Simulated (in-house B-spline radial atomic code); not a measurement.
# Sr: excited configurations

Aim: the energies of several excited configurations of Sr above a reference configuration, each from its own self-consistent run.

The numbers are computed with in-house B-spline radial atomic code version 1 (Dirac-Hartree-Fock, average of configuration, Fermi nucleus, basis-set limit), except any that are marked as measured or tabulated.

## Step 1: What is computed

```
element       : strontium (Z = 38)
charge        : 0
electrons     : 38
configuration : [Kr] 5s2
Hamiltonian   : Dirac-Coulomb
nucleus       : Fermi, rms radius 4.224 fm
```

Outer shells as boxes (Hund's rule):

[Kr] 5s2
```
[Kr] core
5s [↑↓]
```

Settings of the run:

```ini
Z = 38
electrons = 38.0
configuration = [Kr] 5s2
hamiltonian = dirac
method = hf
spin_polarised = False
nucleus = fermi
rms_radius = 4.224
mass_number = 88
atomic_mass = 87.905612253
speed_of_light = 137.035999084
```

This reference run was done before. Its total energy is -3178.080833 hartree, and its levels are (the highest eight at most):

```
orbital  occupation  energy (eV)  <r> (bohr)
  3p1/2           2      -301.45      0.4891
  3p3/2           4      -290.43      0.4989
  3d3/2           4      -153.16      0.4943
  3d5/2           6      -151.24      0.4979
  4s1/2           2      -53.032       1.366
  4p1/2           2      -30.652       1.549
  4p3/2           4      -29.386       1.581
  5s1/2           2       -4.932       4.564
```

## Step 2: [Ar] 3d9 4s2 4p6 4d1 5s2

Settings of the run:

```ini
Z = 38
electrons = 38.0
configuration = [Ar] 3d9 4s2 4p6 4d1 5s2
hamiltonian = dirac
method = hf
spin_polarised = False
nucleus = fermi
rms_radius = 4.224
mass_number = 88
atomic_mass = 87.905612253
speed_of_light = 137.035999084
```

## Step 3: [Ne] 3s2 3p5 3d10 4s2 4p6 5s2 6s1

Settings: those of step 2 with these lines changed.

```diff
@@ -2,3 +2,3 @@
 electrons = 38.0
-configuration = [Ar] 3d9 4s2 4p6 4d1 5s2
+configuration = [Ne] 3s2 3p5 3d10 4s2 4p6 5s2 6s1
 hamiltonian = dirac
```

## Step 4: [Ar] 3d10 4s2 4p5 4d1 5s2

Settings: those of step 3 with these lines changed.

```diff
@@ -2,3 +2,3 @@
 electrons = 38.0
-configuration = [Ne] 3s2 3p5 3d10 4s2 4p6 5s2 6s1
+configuration = [Ar] 3d10 4s2 4p5 4d1 5s2
 hamiltonian = dirac
```

## Step 5: Configuration [Ar] 3d9 4s2 4p6 5s2 9d1

Settings: those of step 4 with these lines changed.

```diff
@@ -2,3 +2,3 @@
 electrons = 38.0
-configuration = [Ar] 3d10 4s2 4p5 4d1 5s2
+configuration = [Ar] 3d9 4s2 4p6 5s2 9d1
 hamiltonian = dirac
```

## Step 6: Configuration [Ar] 3d9 4s2 4p6 5s2 9f1

Settings: those of step 5 with these lines changed.

```diff
@@ -2,3 +2,3 @@
 electrons = 38.0
-configuration = [Ar] 3d9 4s2 4p6 5s2 9d1
+configuration = [Ar] 3d9 4s2 4p6 5s2 9f1
 hamiltonian = dirac
```

## Step 7: Run with [Ne] 3s2 3p5 3d10 4s2 4p6 5s2 7f1

Settings: those of step 6 with these lines changed.

```diff
@@ -2,3 +2,3 @@
 electrons = 38.0
-configuration = [Ar] 3d9 4s2 4p6 5s2 9f1
+configuration = [Ne] 3s2 3p5 3d10 4s2 4p6 5s2 7f1
 hamiltonian = dirac
```

## Step 8: Run with [Ar] 3d10 4s1 4p6 5s2 8p1

Settings: those of step 7 with these lines changed.

```diff
@@ -2,3 +2,3 @@
 electrons = 38.0
-configuration = [Ne] 3s2 3p5 3d10 4s2 4p6 5s2 7f1
+configuration = [Ar] 3d10 4s1 4p6 5s2 8p1
 hamiltonian = dirac
```

## Step 9: [Kr] 5s1 6f1

Settings: those of step 8 with these lines changed.

```diff
@@ -2,3 +2,3 @@
 electrons = 38.0
-configuration = [Ar] 3d10 4s1 4p6 5s2 8p1
+configuration = [Kr] 5s1 6f1
 hamiltonian = dirac
```

**Question.** How far above the reference does each configuration lie (order and size, in eV)?

The runs gave:

| net move | configuration | energy above the reference (eV) | with Breit, QED, recoil (eV) | largest <r> (bohr) |
| --- | --- | --- | --- | --- |
| 5s → 6f | [Kr] 5s1 6f1 | 4.371 | 4.369 | 47.7 |
| 4p → 4d | [Ar] 3d10 4s2 4p5 4d1 5s2 | 22.855 | 22.834 | 4.33 |
| 4s → 8p | [Ar] 3d10 4s1 4p6 5s2 8p1 | 50.260 | 50.217 | 38.3 |
| 3d → 4d | [Ar] 3d9 4s2 4p6 4d1 5s2 | 136.36 | 136.37 | 4.28 |
| 3d → 9d | [Ar] 3d9 4s2 4p6 5s2 9d1 | 141.68 | 141.71 | 74.4 |
| 3d → 9f | [Ar] 3d9 4s2 4p6 5s2 9f1 | 141.77 | 141.80 | 115 |
| 3p → 6s | [Ne] 3s2 3p5 3d10 4s2 4p6 5s2 6s1 | 282.45 | 282.18 | 10.3 |
| 3p → 7f | [Ne] 3s2 3p5 3d10 4s2 4p6 5s2 7f1 | 284.24 | 283.97 | 67.1 |

Quantum defects of the promoted electron, δ = n − ζ/√(−2ε) with ζ = 1 and ε its orbital energy in hartree:

| promotion | δ |
| --- | --- |
| 5s → 6f | 0.012 |
| 4s → 8p | 2.908 |
| 3d → 9d | 1.825 |
| 3p → 6s | 3.434 |
| 3p → 7f | 0.017 |

**Reading.** The energies run from 4.371 eV (5s → 6f) to 284.24 eV (3p → 7f). Koopmans' estimate of the ionisation threshold is 4.932 eV; 7 configurations exceed it by over 2 % and could autoionise. Of those tabulated, the defect is largest for 6s (3.43) and least for 6f (0.01): low angular momentum penetrates the core, high angular momentum stays outside it. Two partly filled shells share a symmetry and can mix in the average, which may lower the energy, for: 3d → 4d; 3d → 9d. These are averages over configurations, without correlation, not spectroscopic levels.
